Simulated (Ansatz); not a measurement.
**CH6GeO2Si: ladder of methods at one geometry from a Python script**

Aim: a ladder of methods at one geometry, for CH6GeO2Si, run from a script.

Program: Ansatz 0.2.0, driven from Python. The levels of theory stand in the script. These are calculated values, not measurements.

### Step 1. Starting point

Bond lengths: O1–Ge2 1.727 Å, Ge2–C3 1.954 Å, C3–O4 1.444 Å, Ge2–Si5 2.252 Å, O4–Si5 1.717 Å, O1–H6 1.044 Å, Ge2–H7 1.574 Å, C3–H8 1.046 Å, C3–H9 1.176 Å, Si5–H10 1.461 Å, Si5–H11 1.451 Å. Angles (14 of 20 angles, heavy atoms first): O1–Ge2–C3 110.1°, O1–Ge2–Si5 112.0°, C3–Ge2–Si5 69.5°, Ge2–C3–O4 105.6°, C3–O4–Si5 99.1°, Ge2–Si5–O4 85.5°, O1–Ge2–H7 119.7°, C3–Ge2–H7 117.0°, Si5–Ge2–H7 118.2°, Ge2–O1–H6 106.4°, Ge2–C3–H8 112.3°, Ge2–C3–H9 108.8°, O4–C3–H8 114.4°, O4–C3–H9 107.3°.

No structure file is read: the coordinates are typed or built in the script.

### Step 2. Script

Contents of ch6geo2si_methods.py:

```python
'''CH6GeO2Si at several levels of theory.'''

from pathlib import Path
import warnings

import ansatz as az
import numpy as np


def main() -> None:
    warnings.simplefilter('ignore', az.DeckWarning)

    geometry_ang = [
        ('O', (-1.8023, 1.2558, 0.2635)),
        ('Ge', (-0.1211, 0.881, 0.3947)),
        ('C', (0.1103, -0.9597, 1.0097)),
        ('O', (0.6542, -1.679, -0.1177)),
        ('Si', (0.5862, -0.4301, -1.2941)),
        ('H', (-1.8838, 1.9911, -0.4737)),
        ('H', (0.8751, 1.9568, 0.9677)),
        ('H', (-0.7746, -1.3638, 1.394)),
        ('H', (0.9232, -0.9762, 1.8591)),
        ('H', (1.9512, -0.1008, -1.6962)),
        ('H', (-0.4531, -0.6319, -2.2862)),
    ]
    ch6geo2si = az.Crystal.molecule()
    for symbol, xyz in geometry_ang:
        ch6geo2si = ch6geo2si.atom(symbol, xyz)

    calculation = ch6geo2si.calculation().basis(gaussian='def2-SVP')

    print('functional    E (Ha)        dipole (D)   HOMO (eV)  LUMO (eV)')
    for name in ['cam_b3lyp', 'r2scan', 'hse06', 'pbe']:
        rep = calculation.functional(name).forces().orbitals().run(runs_dir='runs').report
        lines = Path(rep['orbitals_path']).read_text().splitlines()
        field_of = lambda key: [line.split('=')[1].strip() for line in lines if line.startswith(key)]
        orbitals = [(27.211386 * float(e), s, float(n)) for e, s, n in zip(field_of('Ene='), field_of('Spin='), field_of('Occup='))]
        homo = max(e for e, _, n in orbitals if n > 0.5)
        lumo = min(e for e, _, n in orbitals if n < 0.5)
        dipole = 4.803205 * np.linalg.norm(rep['charge_distribution']['dipole_moment_e_ang'])
        print(f'{name:10s} {rep["free_energy_ev"] / 27.211386246:14.6f} {dipole:9.3f} {homo:11.3f} {lumo:10.3f}')


if __name__ == '__main__':
    main()
```

### Step 3. What the engine is handed

The package turns the script's settings into the engine's input (first run):

```yaml
crystal:
  periodic: [false, false, false]
  atoms:
    - { symbol: O, position_ang: [-1.8023, 1.2558, 0.2635] }
    - { symbol: Ge, position_ang: [-0.1211, 0.881, 0.3947] }
    - { symbol: C, position_ang: [0.1103, -0.9597, 1.0097] }
    - { symbol: O, position_ang: [0.6542, -1.679, -0.1177] }
    - { symbol: Si, position_ang: [0.5862, -0.4301, -1.2941] }
    - { symbol: H, position_ang: [-1.8838, 1.9911, -0.4737] }
    - { symbol: H, position_ang: [0.8751, 1.9568, 0.9677] }
    - { symbol: H, position_ang: [-0.7746, -1.3638, 1.394] }
    - { symbol: H, position_ang: [0.9232, -0.9762, 1.8591] }
    - { symbol: H, position_ang: [1.9512, -0.1008, -1.6962] }
    - { symbol: H, position_ang: [-0.4531, -0.6319, -2.2862] }
basis:
  gaussian:
    orbitals: def2-SVP
hamiltonian:
  xc: cam_b3lyp
output:
  orbitals: {}
  forces: true
```

### Step 4. Running it

Command:

```console
> python ch6geo2si_methods.py
```

Standard output:

```text
functional    E (Ha)        dipole (D)   HOMO (eV)  LUMO (eV)
cam_b3lyp    -2558.188454     2.539      -8.093      0.879
r2scan       -2558.009977     2.339      -5.949     -0.757
hse06        -2557.534445     2.449      -6.455     -0.566
pbe          -2557.460302     2.217      -5.665     -1.065
```

It took 26 s on 1 thread of Intel Xeon Platinum 8375C at 2.90GHz (Ice Lake), shared host; peak memory 0.42 GiB.

### Step 5. Inputs of later runs

The engine's inputs for the other runs:

Run 2, against run 1:

```diff
@@ -19 +19 @@
-  xc: cam_b3lyp
+  xc: r2scan
```

Run 3, against run 1:

```diff
@@ -19 +19 @@
-  xc: cam_b3lyp
+  xc: hse06
```

Run 4, against run 1:

```diff
@@ -19 +19 @@
-  xc: cam_b3lyp
+  xc: pbe
```

Lines on the test bed's own set-up are left out of the output.

### Step 6. The engine's runs

One row for each of the 4 runs:

| run | functional | energy (eV) | SCF cycles | CPU time (s) |
| --- | --- | --- | --- | --- |
| 1 | cam_b3lyp | -69611.8541 | 18 | 7.2 |
| 2 | r2scan | -69606.9975 | 19 | 7.1 |
| 3 | hse06 | -69594.0576 | 17 | 6.7 |
| 4 | pbe | -69592.0401 | 19 | 3.8 |

Totals hang on method, basis and potentials, so only like runs compare.

The fields below are those of run 1.

### Step 7. Orbitals and fields

The fields below are evaluated on a grid from the run's orbitals.

Frontier orbitals at CAM-B3LYP/def2-SVP, with the share of their density that lies nearest to each atom:

| orbital | energy (eV) | lies on |
| --- | --- | --- |
| HOMO | -8.09 | Ge2 25 %; Si5 23 %; C3 12 % |
| LUMO | 0.88 | H6 25 %; Ge2 16 %; O1 15 % |

ELF in a plane through or near 4 of the atoms.

Ten even steps from '0' (0.00) to '9' (0.98):
```
0000000000000000000000000000
0000000000000000000000000000
0000000000001100000000000000
0000000000124541000000000000
0000000011479994100000000000
0000000012589994100000000000
0000000001222563100013200000
0000000013123153200289850000
0000001357710264213699970000
0000025873762232257799840000
0000025883553331276386410000
0000002556733762247897400000
0000000012434663125776300000
0000000013666631001342000000
0000000013443200000000000000
0000000011110000000000000000
0000000000000000000000000000
0000000000000000000000000000
0000000000000000000000000000
0000000000000000000000000000
```
The map spans 10.6 Å across and 9.5 Å up, centred on the molecule. Atoms in the plane (x, y in Å): O1 (2.1, -0.3), C3 (-0.8, -1.1), O4 (-1.7, 0.0), H6 (2.7, 0.5).

On the surface of density 0.002 e/bohr³ the electrostatic potential runs, from the 1st to the 99th percentile, from -1.62 V near O4 to 2.34 V near H6.

### Step 8. Results

| quantity | value |
| --- | --- |
| runs compared | 4 |
| HOMO-LUMO gap of the mean field (CAM-B3LYP/def2-SVP) | 8.97 eV |

**Reading.** All 4 runs converged, in 17 to 19 cycles. Caveats:
- The geometry is a force-field or estimated start, not a minimum of this method, and the basis set is short of its limit. A lower total doesn't mark the better method: functionals have no common bound, and MP2 and coupled cluster aren't variational.
- Levels such as HOMO and LUMO are orbital energies: with these approximate functionals they aren't the ionisation energy and electron affinity, and their gap isn't the fundamental gap.
- hse06 follows the composition of plane-wave codes, whose totals differ by tens of mHa, up to about 0.1 Ha, from the form usual in Gaussian-basis programs (wpbeh).
